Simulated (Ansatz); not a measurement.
Crystal: CrN2.

```
Cr N
1.0
     3.90179    0.00000    0.00000
     0.00000    4.80951    0.00000
     0.00000    0.00000    2.78417
Cr N
2 4
Direct
  0.00000 0.00000 0.00000
  0.50000 0.50000 0.50000
  0.86617 0.58878 0.00000
  0.13383 0.41123 0.00000
  0.36617 0.91122 0.50000
  0.63383 0.08878 0.50000
```

The cell comes from a database or a generator and needn't be the stable form of this composition.

```yaml
Program: Ansatz 0.2.0
Task: single point
Functional: PBEsol
Potentials_or_basis: Ansatz PAW
Cutoff: "420 eV (not typed: the program's choice for these potentials)"
k_mesh: 7 × 6 × 10
Occupations: fermi-dirac, width 0.05 eV
Spin: collinear spin, ferromagnetic start
Starting_moments: "[3.0, 3.0, 0.0, 0.0, 0.0, 0.0] μB"
```

On this cell: pressure -10.1 GPa; largest force 0.064 eV/Å; net moment 4.23 μB per cell; site moments Cr +1.87; N -0.06 μB; band gap on the k mesh none (metal or under the smearing width).

The same run follows on a disturbed copy (atoms moved at random, drawn with an rms of 0.05 Å):

```xyz
6
Lattice="3.9018 0.0000 0.0000 0.0000 4.8095 0.0000 0.0000 0.0000 2.7842" Properties=species:S:1:pos:R:3 pbc="T T T"
Cr   -0.0140    0.0414    0.0434
Cr    1.9391    2.4462    1.3664
N     3.3607    2.8404   -0.0157
N     0.4919    1.9934   -0.0220
N     1.4088    4.3884    1.3552
N     2.5024    0.4132    1.3474
```

Q: What changes?

A: The energy (extrapolated to zero smearing) moves by +8.7 meV/atom; pressure -9.7 GPa; largest force 0.998 eV/Å; net moment 4.19 μB per cell; site moments Cr +1.75, +1.88; N -0.06, -0.05 μB; band gap on the k mesh none (metal or under the smearing width).

Forces in eV/Å, atoms in the order of the input:
```
Cr   0.310 -0.352 -0.367
Cr  -0.141 -0.382  0.099
N   -0.238  0.292 -0.002
N    0.499 -0.045  0.054
N    0.544  0.370  0.025
N   -0.973  0.116  0.191
```

Stress tensor (GPa, compression positive):
```
-10.69  -1.98  -0.66
 -1.98 -10.24   0.08
 -0.66   0.08  -8.10
```

Caveats: only a ferromagnetic start was run, and an antiferromagnetic order may lie lower in energy; the PAW data sets come from PBE, with cores solved anew for the run's functional, which leaves a small shift of forces and pressure.
